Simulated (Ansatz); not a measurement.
# Si2Mo: the cost of one run

Computed with Ansatz 0.2.0 (DFT r2SCAN, scalar-relativistic, plane waves, PAW, unless a step's input says otherwise).

2 further runs of the same task are left out: 1 that didn't finish, 1 set aside as unsound or not needed.

### Step 1. The starting structure

The structure is tetragonal, space group I4/mmm (No. 139). Conventional cell: a = 3.202 Å, b = 3.202 Å, c = 7.819 Å, α = 90.00°, β = 90.00°, γ = 90.00°. Si (site symmetry 4mm) has 5 Si at 2.58 to 2.63 Å and 5 Mo at 2.60 to 2.62 Å in its first shell of neighbours. Around Mo (site symmetry 4/mmm) lie 10 Si at 2.60 to 2.62 Å.

As a file:

```
Si Mo
1.0
    -1.60087    1.60087    3.90933
     1.60087   -1.60087    3.90933
     1.60087    1.60087   -3.90933
Si Mo
2 1
Direct
  0.33529 0.33529 0.00000
  0.66471 0.66471 0.00000
  0.00000 0.00000 0.00000
```

It is the result of an earlier relaxation at this level (volume 13.36 Å³/atom; gap on the mesh: none (metal)).

### Step 2. Zero of the scan

input.yaml

```yaml
crystal:
  lattice:
    - [-1.6008747209, 1.6008747209, 3.9093339435]
    - [1.6008747209, -1.6008747209, 3.9093339435]
    - [1.6008747209, 1.6008747209, -3.9093339435]
  atoms:
    - { symbol: Si, position: [0.3352877732, 0.3352877732, 0.0] }
    - { symbol: Si, position: [0.6647122268, 0.6647122268, 0.0] }
    - { symbol: Mo, position: [0.0, 0.0, 0.0] }
basis:
  ecutwfc: 500
kpoints:
  mp_grid: { grid: [20, 20, 20] }
hamiltonian:
  xc: r2scan
scf:
  occupations: { method: gaussian, width: 0.15 }
output:
  forces: true
  stress: true
  eigenvalues: true
```

Started as:

```
$ ansatz run input.yaml --threads 1 --pin off --max-ram 2560MiB --backend cpu --events-out ev --progress --plain --runs-dir out
```

What time and memory should one allow on 1 thread of Intel Xeon at 2.50GHz (Skylake/Cascade Lake), shared host?

About 1.8 min, with a peak of 0.88 GiB.
